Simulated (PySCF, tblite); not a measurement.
# C2H6F3GeN: geometry, infrared bands and NMR shifts

What infrared bands and NMR shifts should C2H6F3GeN (`FC(F)(F)C[NH][GeH3]`) show?

Programs: tblite 0.8.0 and PySCF 2.14.0, with density-fitted response routines of our own. Each step states its level of theory. These are calculated values for one molecule in the gas phase, unless marked as measured. Atoms count from 0, in the outputs and in this text.

## Step 1: The starting structure

13 atoms, charge 0, multiplicity 1; geometry from: force field or distance geometry start.

Bonds of the start (Å): F0–C1 1.37, C1–F2 1.39, C1–F3 1.38, C1–C4 1.53, C4–N5 1.46, N5–Ge6 1.87, C4–H7 1.11, C4–H8 1.11, N5–H9 1.05, Ge6–H10 1.55, Ge6–H11 1.54, Ge6–H12 1.54.

## Step 2: Optimising the geometry with GFN2-xTB

What the job is given:

```
{"job": {"kind": "relax", "xc": "GFN2-xTB", "basis": "xTB"}, "charge": 0, "multiplicity": 1}
F     -2.319100     0.979400    -0.779800
C     -1.969100     0.207300     0.294900
F     -1.977700     0.972400     1.455000
F     -2.874700    -0.822200     0.433200
C     -0.568100    -0.376900     0.093900
N      0.399700     0.699300    -0.121000
Ge     2.071900    -0.053500    -0.511600
H     -0.592100    -1.027200    -0.807100
H     -0.278200    -0.994200     0.971000
H      0.517400     1.212400     0.789800
H      2.497400    -0.992900     0.650500
H      3.117600     1.067700    -0.674300
H      1.970700    -0.871100    -1.812400
```

Launch:

```
$ OMP_NUM_THREADS=1 python probes_run.py task.json out
```

One launch serves the whole session: the jobs run in the order shown.

**Question.** This job is followed by: GFN2-xTB harmonic vibrations, gas phase; GIAO PBE0/pcSseg-1 NMR shielding, non-relativistic, gas phase. Predict these results of the whole session: strongest single infrared mode (GFN2-xTB); zero-point energy (GFN2-xTB); 13C shifts against TMS (PBE0/pcSseg-1); 1H shifts against TMS (PBE0/pcSseg-1, means over atoms taken as alike); 19F shifts against CFCl3 (PBE0/pcSseg-1, means over atoms taken as alike); 15N shifts against NH3 (PBE0/pcSseg-1); 73Ge shifts against GeMe4 (PBE0/pcSseg-1).

The runs gave:

| quantity | value |
| --- | --- |
| strongest single infrared mode (GFN2-xTB) | 2105 cm⁻¹, 424 km/mol |
| zero-point energy (GFN2-xTB) | 49.6 kcal/mol |
| 13C shifts against TMS (PBE0/pcSseg-1) | 134.6, 53.3 ppm |
| 1H shifts against TMS (PBE0/pcSseg-1, means over atoms taken as alike) | 4.37, 3.38, 0.08 ppm |
| 19F shifts against CFCl3 (PBE0/pcSseg-1, means over atoms taken as alike) | -88.8 ppm |
| 15N shifts against NH3 (PBE0/pcSseg-1) | 6.6 ppm |
| 73Ge shifts against GeMe4 (PBE0/pcSseg-1) | -132 ppm |

What this shows: The optimisation took 183 steps and gained 0.624 eV; among the close pairs (by a distance rule), Ge6–H10 changed most, from 1.554 to 1.490 Å. No mode is imaginary among the 33: a minimum at this level. The strongest single mode, at 2105 cm⁻¹, moves mainly H10 and H11. GFN2-xTB is a fitted tight-binding method: band positions and strengths are rough. Its intensities can rank the bands wrongly. At PBE0/pcSseg-1: The widest tensor belongs to Ge6: span 301 ppm, with a paramagnetic part of -1293 ppm. Spin-orbit coupling is left out, which matters for shieldings and couplings at and beside the heavy atoms.
